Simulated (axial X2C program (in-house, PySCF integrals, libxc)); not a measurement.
**A two-component session on AsP⁺: properties at the nuclei**

Aim: properties at the nuclei of AsP⁺, with spin–orbit coupling in the Hamiltonian from the start.

The runs use an in-house X2C program for linear molecules on PySCF integrals; two-component X2C with atomic mean-field terms, As dyall-cv3z, P dyall-v3z.

All values are calculated.

### 1 Set-up

The input, task.json:

```json
{"zs": [33, 15], "q": 1, "bas": ["dyall-cv3z", "dyall-v3z"], "r0": 2.16, "levels": ["PBE0", "HF", "PBE50", "r2SCAN", "BP86"], "nst": 3}
```

Keys: zs atomic numbers; q charge; bas basis sets; r0 starting distance in Å; levels methods (HF also brings MP2); nst determinants followed.

The run is started by

```console
> python soeom.py task.json out
```

Nuclei are Gaussian, cores are contracted, and the Gaunt term is on.

### 2 Expectation values, lowest determinant

R = 2.082 Å. State: Ω = 3/2 (excess of +ω over −ω: ω = 3/2).

Output of the PBE0 run:

```text
two-component X2C + atomic mean field  PBE0
basis functions 149  fitting functions 881  grid points 5082
iter        total energy     max residual
   1      -2601.481913250     2.28e-06
   2      -2601.481913250     1.28e-06
converged
one-electron -3855.06572929  Coulomb 1235.59311773  exact exchange -26.25114498  xc functional -80.71863298  nuclear repulsion 125.81302565  atomic mean-field constant -0.85254937
```

The highest occupied spinor is 50% As p, 44% P p, 3% P d.

```csv
level,Eeff magnitude (GV/cm),Ws magnitude As (kHz),A∥/gI As (MHz),qzz As (a.u.),A∥/gI P (MHz),qzz P (a.u.)
PBE0,0.105,0.0215,216,-4.81,78.4,-1.94
HF,0.192,0.0476,482,-5.56,-20,-1.69
PBE50,0.0812,0.0165,259,-5.02,58.6,-1.96
r2SCAN,0.113,0.0229,212,-4.72,94.3,-1.94
BP86,0.108,0.0224,210,-4.60,89,-1.92
```

Eeff is the effective electric field on the electron dipole moment in this Ω state and Ws the scalar–pseudoscalar constant (defined with the proton number Z and per Ω); A∥ is the parallel hyperfine constant, which follows by multiplying with the nuclear g factor gI = μI/(I μN); qzz is the electric field gradient, eQq0 = 234.96 MHz × Q/barn × qzz. The operators were transformed with the bare-nucleus X2C matrices.

### 3 Expectation values, a higher determinant

R = 2.082 Å. State: Ω = 1/2 (excess of +ω over −ω: ω = 1/2), 0.10 eV above the lowest in the PBE0 search for states (made at or near this distance, with looser thresholds).

Output of the PBE0 run:

```text
two-component X2C + atomic mean field  PBE0
basis functions 149  fitting functions 881  grid points 5082
iter        total energy     max residual
   1      -2601.478098334     5.71e-06
   2      -2601.478098337     4.00e-06
   3      -2601.478098340     3.52e-06
   4      -2601.478098342     1.98e-06
   5      -2601.478098343     1.53e-06
converged
one-electron -3855.01299980  Coulomb 1235.54202885  exact exchange -26.25059105  xc functional -80.71701263  nuclear repulsion 125.81302565  atomic mean-field constant -0.85254937
```

The highest occupied spinor is 48% P p, 46% As p, 3% As d.

```csv
level,Eeff magnitude (GV/cm),Ws magnitude As (kHz),A∥/gI As (MHz),qzz As (a.u.),A∥/gI P (MHz),qzz P (a.u.)
PBE0,0.239,0.217,1000,-4.90,476,-1.91
HF,3.37,2.76,960,-5.22,251,-1.41
PBE50,0.313,0.278,973,-5.08,458,-1.96
r2SCAN,0.115,0.12,1040,-4.82,436,-1.91
BP86,0.208,0.188,1020,-4.69,491,-1.88
```

### 4 Expectation values, a higher determinant

R = 2.082 Å. State: Ω = 1/2 (excess of +ω over −ω: 2 × ω = -1/2, ω = 3/2), 1.90 eV above the lowest in the PBE0 search for states (made at or near this distance, with looser thresholds).

Output of the PBE0 run:

```text
two-component X2C + atomic mean field  PBE0
basis functions 149  fitting functions 881  grid points 5082
iter        total energy     max residual
   1      -2601.412058859     5.29e-06
   2      -2601.412058860     2.79e-06
converged
one-electron -3855.06527663  Coulomb 1235.74083304  exact exchange -26.28053931  xc functional -80.76755226  nuclear repulsion 125.81302565  atomic mean-field constant -0.85254937
```

The highest occupied spinor is 49% As p, 42% P p, 4% As d.

```csv
level,Eeff magnitude (GV/cm),Ws magnitude As (kHz),A∥/gI As (MHz),qzz As (a.u.),A∥/gI P (MHz),qzz P (a.u.)
PBE0,0.0455,0.0159,-1810,-4.20,-709,-1.69
HF,0.185,0.145,-1650,-4.58,-595,-1.66
PBE50,0.072,0.0397,-1760,-4.28,-683,-1.67
r2SCAN,0.222,0.171,-1920,-4.24,-609,-1.69
BP86,0.00131,0.0247,-1830,-4.14,-709,-1.70
```

### 5 Summary of results

| quantity | value |
| --- | --- |
| lowest determinant | Ω = 3/2 (excess of +ω over −ω: ω = 3/2) |
| Eeff magnitude (GV/cm), PBE0 | 0.105 |
| Ws magnitude As (kHz), PBE0 | 0.0215 |
| A∥/gI As (MHz), PBE0 | 216 |
| qzz As (a.u.), PBE0 | -4.81 |
| higher determinant | Ω = 1/2 (excess of +ω over −ω: ω = 1/2) |
| Eeff magnitude (GV/cm), PBE0, higher determinant | 0.239 |
| Ws magnitude As (kHz), PBE0, higher determinant | 0.217 |
| A∥/gI As (MHz), PBE0, higher determinant | 1000 |
| qzz As (a.u.), PBE0, higher determinant | -4.90 |
| higher determinant | Ω = 1/2 (excess of +ω over −ω: 2 × ω = -1/2, ω = 3/2) |
| Eeff magnitude (GV/cm), PBE0, higher determinant | 0.0455 |
| Ws magnitude As (kHz), PBE0, higher determinant | 0.0159 |
| A∥/gI As (MHz), PBE0, higher determinant | -1810 |
| qzz As (a.u.), PBE0, higher determinant | -4.20 |

In the first state, the effective field runs from 0.0812 to 0.192 GV/cm over the mean-field levels, so the levels don't agree on it. The expectation values come from single determinants, which for open shells can mix terms of unlike spin or miss the lowest Ω, so a determinant need not be a state. Eeff is the effective electric field on the electron dipole moment in this Ω state and Ws the scalar–pseudoscalar constant (defined with the proton number Z and per Ω); A∥ is the parallel hyperfine constant, which follows by multiplying with the nuclear g factor gI = μI/(I μN); qzz is the electric field gradient, eQq0 = 234.96 MHz × Q/barn × qzz. The operators were transformed with the bare-nucleus X2C matrices.
